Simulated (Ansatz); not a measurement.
The system is BiTe.

```
Bi Te
1.0
     2.42271    1.39875    3.31729
    -2.42271    1.39875    3.31729
     0.00000   -2.79750    3.31729
Bi Te
1 1
Cartesian
  0.0000 0.0000 4.9759
  0.0000 0.0000 0.0000
```

The cell comes from a database or a generator and needn't be the stable form of this composition.

| Property | Result |
| --- | --- |
| Program | Ansatz 0.2.0 |
| Task | relaxation of cell and atoms |
| Functional | PBEsol |
| Potentials or basis | Ansatz PAW |
| Cutoff | 420 eV (not typed: the program's choice for these potentials) |
| k mesh | 7 × 7 × 7 |
| Occupations | fermi-dirac, width 0.05 eV |
| Spin | no spin polarisation |

At the start: volume 33.72 Å³/atom.

**Question.** How do energy, volume and symmetry change on relaxing?

**Answer.** It ends after 6 steps and the volume is 31.96 Å³/atom (-5.2 %); space group R-3m (No. 166, to 0.05 Å).

Step by step:
```csv
step,energy change (eV),largest force (eV/Å),volume (Å³)
1,0.0000,0.0000,67.45
2,-0.0198,0.0000,62.85
3,-0.0259,0.0000,64.24
4,-0.0264,0.0000,64.09
5,-0.0267,0.0000,63.91
6,-0.0261,0.0000,63.91
```

Final structure:
```
Bi Te
1.0
     2.40501    1.38853    3.18986
    -2.40501    1.38853    3.18986
     0.00000   -2.77707    3.18986
Bi Te
1 1
Direct
  0.50000 0.50000 0.50000
  0.00000 0.00000 0.00000
```

Caveat: the plane-wave basis is chosen anew once the cell has moved, so the energies of steps on either side of that aren't comparable; the PAW data sets come from PBE, with cores solved anew for the run's functional, which leaves a small shift of forces and pressure.
